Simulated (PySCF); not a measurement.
# C2H6F5NW (W(NMe2)F5): the cost of one run

Computed with PySCF 2.14.0 and routines of our own; the level stands in each step. Atoms count from 0.

## Step 1: The system as given

15 atoms, charge 0, multiplicity 1; geometry from: GFN2-xTB.

## Step 2: Optimising the geometry at PBE0-D3(BJ)/def2-SVP

Job settings and geometry (Å):

```
{"job": {"xc": "PBE0", "basis": "def2-SVP", "d3": "d3bj", "grid": 1, "maxiter": 30, "shake": 0.03, "kind": "geom"}, "charge": 0, "multiplicity": 1}
W      0.059470    -0.067750    -1.501110
N     -0.013460    -0.017820     0.390760
C      0.786990     0.862350     1.186240
C     -0.741330    -0.879620     1.192110
H      0.227800     1.494280     1.827040
H      1.437900     1.513380     0.528560
H      1.548190     0.275790     1.853960
H     -1.397740    -1.491190     0.504330
H     -0.236000    -1.523160     1.900010
H     -1.519960    -0.311970     1.880170
F     -0.040440     0.017280    -3.335020
F      1.888570     0.029730    -1.585070
F     -1.960430     0.027260    -1.621180
F     -0.076530     1.890470    -1.564490
F      0.004190    -1.895140    -1.612300
```

On the command line:

```
OMP_NUM_THREADS=1 python heavy_run.py task.json out
```

This one command runs all jobs of the session in turn.

Q: Estimate the wall time and peak memory of this first job on 1 thread of Arm Neoverse V2, shared host.

About 3.7 min, with a peak of 0.74 GiB.
